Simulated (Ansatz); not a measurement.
# RbGdO2: the cost of one run

Program: Ansatz 0.2.0. Level of theory: DFT r²SCAN+U (U = 4 eV, J = 0.7 eV on Gd f), plane waves, PAW, no spin–orbit coupling unless a run says so. These are calculated values, not measurements.

### Step 1. The starting structure

The structure is trigonal, space group R-3m (No. 166). The conventional cell has a = 3.564 Å, b = 3.564 Å, c = 19.407 Å, α = 90.00°, β = 90.00°, γ = 120.00°. Rb (site symmetry -3m) has 6 O at 2.83 Å as nearest neighbours. Gd (site symmetry -3m) has 6 O at 2.43 Å as nearest neighbours. Around O (site symmetry 3m) lie 3 Gd at 2.43 Å and 3 Rb at 2.83 Å.

Coordinates:

```
CELL_PARAMETERS angstrom
1.78190 1.02878 6.46896
-1.78190 1.02878 6.46896
0.00000 -2.05756 6.46896
ATOMIC_POSITIONS crystal
Rb 0.50000 0.50000 0.50000
Gd 0.00000 0.00000 0.00000
O 0.26670 0.26670 0.26670
O 0.73330 0.73330 0.73330
```

Magnetic order typed: ferromagnetic.

An earlier series on this cell reached its lowest free state from «from atoms, symmetry kept, no search», perhaps among other starts.

### Step 2. From atoms, default search

input.yaml

```yaml
crystal:
  lattice:
    - [1.78189545, 1.02877782, 6.46896044]
    - [-1.78189545, 1.02877782, 6.46896044]
    - [0.0, -2.05755563, 6.46896044]
  atoms:
    - { symbol: Rb, position: [0.5, 0.5, 0.5] }
    - { symbol: Gd, position: [0.0, 0.0, 0.0], spin: 7.0 }
    - { symbol: O, position: [0.2667, 0.2667, 0.2667] }
    - { symbol: O, position: [0.7333, 0.7333, 0.7333] }
basis:
  ecutwfc: 500
  ecutrho_ratio: 4
kpoints:
  mp_grid: { grid: [6, 6, 6] }
hamiltonian:
  xc: r2scan
  hubbard: { sites: [{ site: 1, l: f, u: 4.0, j: 0.7 }] }
scf:
  occupations: { method: gaussian, width: 0.05 }
output:
  forces: true
  stress: true
  eigenvalues: true
  populations: true
  hubbard: { sites: [{ site: 1, l: f }] }
  write_density: true
  write_potential: true
  elf: true
  volumetric_format: npy
magnetization:
  spin_polarized: true
```

On the command line:

```sh
ansatz run input.yaml --threads 4 --pin off --max-ram 6144MiB --backend cpu --events-out ev --progress --plain --runs-dir out
```

**Question.** How long does this run take on 4 threads of Arm Neoverse V2, shared host, and how much memory does it need?

About 14 s, with a peak of 0.71 GiB.
